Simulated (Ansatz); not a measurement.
# BeGaH (singlet): the correlation ladder at distance Ga1–Be2 = 3.147 Å, cc-pVDZ

How much of the correlation energy of BeGaH (singlet) does each wave-function method recover here?

Method: cc-pVDZ, core rule «outside noble gas», up to 15 orbitals frozen; program: Ansatz 0.2.0, Gaussian basis.

The runs, in order: UHF; CCSD(T) on RHF; CCSD(T) on UHF; BCCD(T) on RHF; CISD; CCSDT(Q) on RHF; CCSDT(Q) on UHF; CASSCF and MRCISD+Q, 2 electrons in 2 orbitals; CASSCF and NEVPT2, 2 electrons in 2 orbitals; CASSCF and MRCISD+Q, 6 electrons in 9 orbitals; CASSCF and NEVPT2, 6 electrons in 9 orbitals; Full CI.

31 further runs of the same task are left out: 10 for a known fault of the program, 16 that didn't finish, 5 set aside as unsound or not needed.

### 1 The system

The geometry derives from a PBE0/def2-TZVP stationary point (not a proven minimum). One bond is set to the value named and the two fragments are kept rigid. No spin-orbit coupling is included. The filled d shell of Ga may be among the frozen orbitals whatever the setting's name suggests; the logs give the count.

3 atoms, charge 0, spin multiplicity 1.

Atoms are counted from 1 here; the program's logs count them from 0.

Bond lengths: Be2–H3 1.359 Å.

As a file:

```
Ga    0.0000    0.0000    2.5511
Be    0.0000    0.0000   -0.5959
H     0.0000    0.0000   -1.9552
```

### 2 UHF

Contents of in.yaml:

```yaml
crystal:
  periodic: [false, false, false]
  atoms:
    - {symbol: Ga, position_ang: [0.000000, 0.000000, 2.551123]}
    - {symbol: Be, position_ang: [0.000000, 0.000000, -0.595877]}
    - {symbol: H, position_ang: [0.000000, 0.000000, -1.955247]}
basis:
  gaussian: {orbitals: cc-pVDZ}
magnetization: {spin_polarized: true, initial_magnetization: 0}
hamiltonian: {xc: hf}
output: {orbitals: {seedname: orbitals}}
```

On the command line:

```sh
$ ansatz run in.yaml --threads 1 --pin off --events-out ev --progress --plain --max-ram 2393MiB
```

After this run come: CCSD(T) on RHF; CCSD(T) on UHF; BCCD(T) on RHF; CISD; CCSDT(Q) on RHF; CCSDT(Q) on UHF; CASSCF and MRCISD+Q, 2 electrons in 2 orbitals; CASSCF and NEVPT2, 2 electrons in 2 orbitals; CASSCF and MRCISD+Q, 6 electrons in 9 orbitals; CASSCF and NEVPT2, 6 electrons in 9 orbitals; Full CI.

**Question.** What will the summary of the whole plan be? Wanted: FCI below the RHF energy; RMP2 from FCI; RCCSD from FCI; RCCSD(T) from FCI; RCCSDT(Q) from FCI; NEVPT2 pair from FCI; MRCISD+Q pair from FCI; NEVPT2 valence from FCI; T1 diagnostic.

The runs gave:

| quantity | value |
| --- | --- |
| FCI below the RHF energy | -3.0826 eV |
| RMP2 from FCI | +929.3 meV |
| RCCSD from FCI | +97.1 meV |
| RCCSD(T) from FCI | +28.5 meV |
| RCCSDT(Q) from FCI | +1.5 meV |
| NEVPT2 pair from FCI | +825.6 meV |
| MRCISD+Q pair from FCI | -35.1 meV |
| NEVPT2 valence from FCI | +427.9 meV |
| levels within 1 kcal/mol (43 meV) | RCCSD(T), BCCD(T), RCCSDT, RCCSDT(Q), MRCISD+Q pair, MRCISD+Q valence |
| T1 diagnostic | 0.015 |
| effectively unpaired electrons | 0.16 |

What this shows: RCCSD(T) misses by +28.5 meV, 0.9 % of the correlation energy. MRCISD+Q pair falls below full CI: the +Q correction isn't variational, and the cores differ from full CI's. One determinant dominates. Of the multireference levels listed MRCISD+Q valence comes nearest in total energy (+10.9 meV), which doesn't show that its space is the better one. These misses are within one basis, not against nature.
